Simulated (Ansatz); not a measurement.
# CH₅F₃GaN: small, medium and large basis sets

Aim: see how fast density functionals converge with the basis set for CH₅F₃GaN.

Method: one geometry, several basis sets; program: Ansatz 0.2.0, Gaussian basis.

Levels to be run: PBE0-D4/def2-SVP; ωB97M-V/def2-SVP; PBE0-D4/def2-QZVPP; ωB97M-V/def2-QZVPP; the functionals' def2-TZVPP values are taken from earlier runs.

**1. The geometry**

All runs share one geometry, relaxed beforehand with PBE0-D4 in a triple-zeta def2 set.

SMILES `C[NH2+][Ga-]([F])([F])[F]`, 11 atoms, charge 0, spin multiplicity 1.

Atoms are counted from 1 here; the program's logs count them from 0.

Bond lengths: C1–N2 1.476 Å, C1–H7 1.091 Å, C1–H8 1.089 Å, C1–H9 1.089 Å, N2–Ga3 2.039 Å, N2–H10 1.016 Å, N2–H11 1.016 Å, Ga3–F4 1.759 Å, Ga3–F5 1.757 Å, Ga3–F6 1.759 Å. Angles: N2–C1–H7 111.6°, N2–C1–H8 108.5°, N2–C1–H9 108.5°, H7–C1–H8 109.8°, H7–C1–H9 109.8°, H8–C1–H9 108.5°, C1–N2–Ga3 112.1°, C1–N2–H10 110.7°, C1–N2–H11 110.7°, Ga3–N2–H10 108.2°, Ga3–N2–H11 108.3°, H10–N2–H11 106.6°, N2–Ga3–F4 100.2°, N2–Ga3–F5 101.7°, N2–Ga3–F6 100.2°, F4–Ga3–F5 116.9°, F4–Ga3–F6 116.0°, F5–Ga3–F6 117.0°.

Geometry (Å):

```
C    -0.0233   -1.1144    0.8483
N     0.6555   -0.2970   -0.1767
Ga   -0.4489    1.3295   -0.7178
F    -1.9054    0.5359   -1.3044
F     0.5888    2.0791   -1.9208
F    -0.5851    2.1432    0.8362
H     0.5746   -1.9817    1.1312
H    -0.9825   -1.4415    0.4499
H    -0.2058   -0.4912    1.7223
H     1.5561    0.0286    0.1624
H     0.8410   -0.8475   -1.0101
```

**2. PBE0-D4 in def2-SVP**

Contents of in.yaml:

```yaml
crystal:
  periodic: [false, false, false]
  atoms:
    - {symbol: C, position_ang: [-0.023278, -1.114445, 0.848253]}
    - {symbol: N, position_ang: [0.655543, -0.297038, -0.176696]}
    - {symbol: Ga, position_ang: [-0.448863, 1.329537, -0.717785]}
    - {symbol: F, position_ang: [-1.905362, 0.535930, -1.304381]}
    - {symbol: F, position_ang: [0.588792, 2.079055, -1.920771]}
    - {symbol: F, position_ang: [-0.585136, 2.143163, 0.836168]}
    - {symbol: H, position_ang: [0.574648, -1.981677, 1.131173]}
    - {symbol: H, position_ang: [-0.982463, -1.441472, 0.449942]}
    - {symbol: H, position_ang: [-0.205774, -0.491178, 1.722264]}
    - {symbol: H, position_ang: [1.556074, 0.028572, 0.162397]}
    - {symbol: H, position_ang: [0.841019, -0.847548, -1.010064]}
basis:
  gaussian: {orbitals: def2-SVP}
hamiltonian: {xc: pbe0, dispersion: d4}
output: {orbitals: {seedname: orbitals}}
```

The run is started by

```sh
$ ansatz run in.yaml --threads 4 --pin off --events-out ev --progress --plain --max-ram 11315MiB
```

After this run come: ωB97M-V in def2-SVP; PBE0-D4 in def2-QZVPP; ωB97M-V in def2-QZVPP.

Before running them: what should the planned runs give, taken together? Wanted: PBE0-D4: double and triple zeta above quadruple; ωB97M-V: double and triple zeta above quadruple.

As calculated:

```
                                       quantity           value
PBE0-D4: double and triple zeta above quadruple  21.77, 1.83 eV
ωB97M-V: double and triple zeta above quadruple  22.01, 1.75 eV
```

For PBE0-D4 the step from double to triple zeta gains 19.94 eV and the next only 1.83 eV. Total energies overstate the basis error of differences, where much of it tends to cancel. The LUMO of ωB97M-V is positive and keeps falling with the basis (1.60 to 0.59 eV): an unbound level that the basis holds in place.
